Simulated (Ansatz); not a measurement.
**Yttrium, diamond under PBEsol: structure, energy and stiffness**

The plan for yttrium in the diamond structure: relax it, solve it on a dense k-mesh, then scale the cell to 7 volumes from 88 to 112 % of the relaxed one and try a fit of the equation of state. Spin polarisation is left out. The k-meshes are 8×8×8 for the relaxation; 13×13×13 for the dense run; 9×9×9 for the volumes.

This is Y in the diamond structure; at room conditions it is hcp.

Method: DFT PBEsol, plane waves (420 eV) with PAW, scalar-relativistic; the PAW data stem from PBE, with regenerated cores, in Ansatz 0.2.0.

## (1) Starting point

It takes space group Fd-3m (No. 227, cubic). Conventional cell: a = 7.091 Å, b = 7.091 Å, c = 7.091 Å, α = 90.00°, β = 90.00°, γ = 90.00°. Y (site symmetry -43m) has 4 Y at 3.07 Å as nearest neighbours.

Coordinates:

```xyz
2
Lattice="0.0000 3.5454 3.5454 3.5454 0.0000 3.5454 3.5454 3.5454 0.0000" Properties=species:S:1:pos:R:3 pbc="T T T"
Y     0.8864    0.8864    0.8864
Y     6.2045    6.2045    6.2045
```

## (2) Relaxation of the cell

File input.yaml:

```yaml
crystal:
  lattice:
    - [0.0, 3.5454148505, 3.5454148505]
    - [3.5454148505, 0.0, 3.5454148505]
    - [3.5454148505, 3.5454148505, 0.0]
  atoms:
    - { symbol: "Y", position: [0.125, 0.125, 0.125] }
    - { symbol: "Y", position: [0.875, 0.875, 0.875] }
hamiltonian:
  xc: pbesol
  pseudopotentials:
    kind: paw
    azcp:
      "Y": "pseudopotentials/Y.paw.azcp"
basis:
  ecutwfc: 420
  fft_grid_basis: typed
kpoints:
  mp_grid: { grid: [8, 8, 8], shift: [0, 0, 0] }
magnetization:
  spin_polarized: false
scf:
  occupations: { method: fermi_dirac, width: 0.1 }
relax:
  max_steps: 60
  f_tol: 0.01
  cell: {}
```

After this run come: Single point on a dense mesh; Volume × 0.88; Volume × 0.92; Volume × 0.96; Volume × 1.0; Volume × 1.04; Volume × 1.08; Volume × 1.12.

**Question.** What will these runs give? Wanted: space group; conventional cell; volume; shortest distance; gap on the mesh; relative to hcp; V₀, B₀, B₀′.

As calculated:

```
                      quantity                          value
space group (spins left aside)                Fd-3m (No. 227)
             conventional cell                    a = 6.825 Å
                        volume                 39.736 Å³/atom
             shortest distance                        2.955 Å
               gap on the mesh   none (levels filled in part)
               relative to hcp                 +2006 meV/atom
                   V₀, B₀, B₀′  39.716 Å³/atom, 14.1 GPa, 0.2
```

In words: From the guessed start the volume shrank by 10.8 % in 5 steps. Against the reference form of yttrium (hcp, computed apart with the same settings) it stands 2006 meV/atom higher, so it is far from stable. No gap shows: it is a metal or semimetal at this level. The fitted modulus is 14.1 GPa, a soft solid. Relaxation kept the symmetry; phonons were not checked.
